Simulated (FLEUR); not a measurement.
Runs of FLEUR MaX-R8.1 (later development tree) on GdO. The structure is cubic, space group F-43m (No. 216). Conventional cell: a = 5.400 Å, b = 5.400 Å, c = 5.400 Å, α = 90.00°, β = 90.00°, γ = 90.00°. Gd (site symmetry -43m) has 4 O at 2.34 Å as nearest neighbours. O (site symmetry -43m) is surrounded by 4 Gd at 2.34 Å. 

```tsv
U	gap on the mesh (eV)	moment (μB)
Gd f U = 6 eV	none	7.91
Gd f U = 5 eV	none	7.91
Gd f U = 2 eV	none	7.83
Gd f U = 0.0 eV	none	(a)
Gd f U = 3 eV	none	7.88
```

Alike in all rows: task single point; level PBEsol+U; potentials or basis all-electron, FLAPW; spin collinear, ferromagnetic start; cell as given; k mesh 7 × 7 × 7; smearing fermi-dirac 0.05 eV; kmax 4.5 1/bohr.

Question: Fill in the values left out.

Answer: (a) 7.47.

Caveats: spin-orbit coupling is left out, which moves the levels of the heavy elements; a cell with one magnetic atom can't hold antiferromagnetic order, which such compounds often take.

A k mesh can miss the band edges, and the runs leave out spin-orbit coupling on Gd.

A gap of «none» marks a metal or a gap under the smearing width.
